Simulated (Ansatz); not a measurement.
# SO₂ with TeH₂: structure and interaction energy

How do SO₂ and TeH₂ sit together, how strongly do they interact, and which methods get it right?

Computed with Ansatz 0.2.0, Gaussian basis. Level: PBE0-D4 structure, single points in def2-TZVPPD.

Levels: PBE-D4, revPBE-D4, BLYP-D4, r2SCAN-D4, B97M-V, PBE0-D4, B3LYP-D4, HSE06-D4, wB97X-V, wB97M-V, B2PLYP, Hartree-Fock, MP2, CCSD, CCSD(T). The reference is CCSD(T) extrapolated to the basis limit. For elements past Ar these valence bases correlate outer-core shells poorly, so that limit is rough.

Cores are frozen in the correlated methods. Filled d shells of the heavier atoms are correlated. Core potentials replace the inner electrons past krypton, and spin-orbit coupling is left out. B3LYP uses VWN-RPA correlation. B2PLYP carries no dispersion term here.

176 further runs of the same task are left out: 176 set aside as unsound or not needed. Runs told in other sessions of the task aren't counted.

**1. The starting structure**

The pair, from a GFN2-xTB docking trial: 6 atoms, charge 0, spin multiplicity 1.

Atoms are counted from 1 here; the program's logs count them from 0.

Bond lengths: O1–S2 1.457 Å, S2–O3 1.440 Å, Te4–H5 1.625 Å, Te4–H6 1.670 Å. Angles: O1–S2–O3 115.4°, H5–Te4–H6 86.3°.

As a file:

```mol
H2O2STe
  3D, bonds by distance, orders not assigned

  6  4  0  0  0  0  0  0  0  0999 V2000
   -1.0858    0.2010   -1.5351 O   0  0
    0.0917    1.0357   -1.3334 S   0  0
    1.3541    0.4017   -1.6108 O   0  0
   -0.6183   -0.0027    1.1804 Te  0  0
    0.2348   -1.2671    0.6211 H   0  0
    0.0236   -0.3687    2.6779 H   0  0
  1  2  8  0
  2  3  8  0
  4  5  8  0
  4  6  8  0
M  END
```

Atoms 1 to 3 are fragment A (SO₂), the rest fragment B (TeH₂).

**2. A first relaxation in a small basis**

Input file pre/in.yaml:

```yaml
crystal:
  periodic: [false, false, false]
  atoms:
    - {symbol: O, position_ang: [-1.085800, 0.201000, -1.535100]}
    - {symbol: S, position_ang: [0.091700, 1.035700, -1.333400]}
    - {symbol: O, position_ang: [1.354100, 0.401700, -1.610800]}
    - {symbol: Te, position_ang: [-0.618300, -0.002700, 1.180400]}
    - {symbol: H, position_ang: [0.234800, -1.267100, 0.621100]}
    - {symbol: H, position_ang: [0.023600, -0.368700, 2.677900]}
basis:
  gaussian: {orbitals: def2-SVP}
hamiltonian: {xc: pbe, dispersion: d4}
relax: {f_tol: 0.03, max_steps: 250}
```

On the command line:

```bash
> ansatz run in.yaml --threads 4 --pin off --events-out ev --progress --plain --max-ram 9574MiB
```

Further steps of the session: Relaxation at PBE0-D4; PBE-D4/def2-TZVPPD; r2SCAN-D4/def2-TZVPPD; PBE0-D4/def2-TZVPPD; B3LYP-D4/def2-TZVPPD; wB97X-V/def2-TZVPPD; wB97M-V/def2-TZVPPD; B2PLYP/def2-TZVPPD; BLYP-D4/def2-TZVPPD; revPBE-D4/def2-TZVPPD; B97M-V/def2-TZVPPD; HSE06-D4/def2-TZVPPD; CCSD(T)/def2-TZVPPD; MP2/def2-QZVPPD; SPW92/def2-SVP; PBE-D4/def2-SVP; PBE0-D4/def2-SVP; wB97M-V/def2-SVP; CCSD(T)/def2-SVP; Vibrations of the pair.

Before running it: what results should come out? Wanted: interaction energy, CCSD(T)/CBS; of it Hartree-Fock; D4 term of PBE0-D4; shortest contact; lowest wavenumber.

The runs gave:

| quantity | value |
| --- | --- |
| interaction energy, CCSD(T)/CBS | -1.85 kcal/mol |
| of it Hartree-Fock (basis limit) | +1.46 kcal/mol |
| D4 term of PBE0-D4 | -1.59 kcal/mol |
| shortest contact | S2–Te4 3.44 Å |
| lowest wavenumber | 39 cm⁻¹ |

In words: The pair is bound by 1.85 kcal/mol at fixed fragment shapes. Hartree-Fock doesn't bind it at this geometry, so correlation, mostly dispersion, holds it together. Among the functionals wB97X-V lands nearest to CCSD(T)/CBS (-0.38 kcal/mol) and PBE-D4 farthest (-3.12 kcal/mol). By rung, the mean size of the error is: GGA 2.81, meta-GGA 1.86, hybrid 2.21, screened hybrid 2.38, range-separated hybrid 0.42, double hybrid 0.91 kcal/mol. The double hybrids carry no dispersion term here, unlike the levels marked D4 or V. PBE-D4 gives an interaction energy 3.12 kcal/mol too low, an error of 169 % of the reference. CCSD(T) moves by -1.01 kcal/mol from triple zeta to the limit, a large step that makes the limit uncertain; gaps between functionals far smaller than that don't rank them. A lower arrangement may exist. The restricted Hartree–Fock reference is unstable towards an unrestricted one at one or more of these structures.
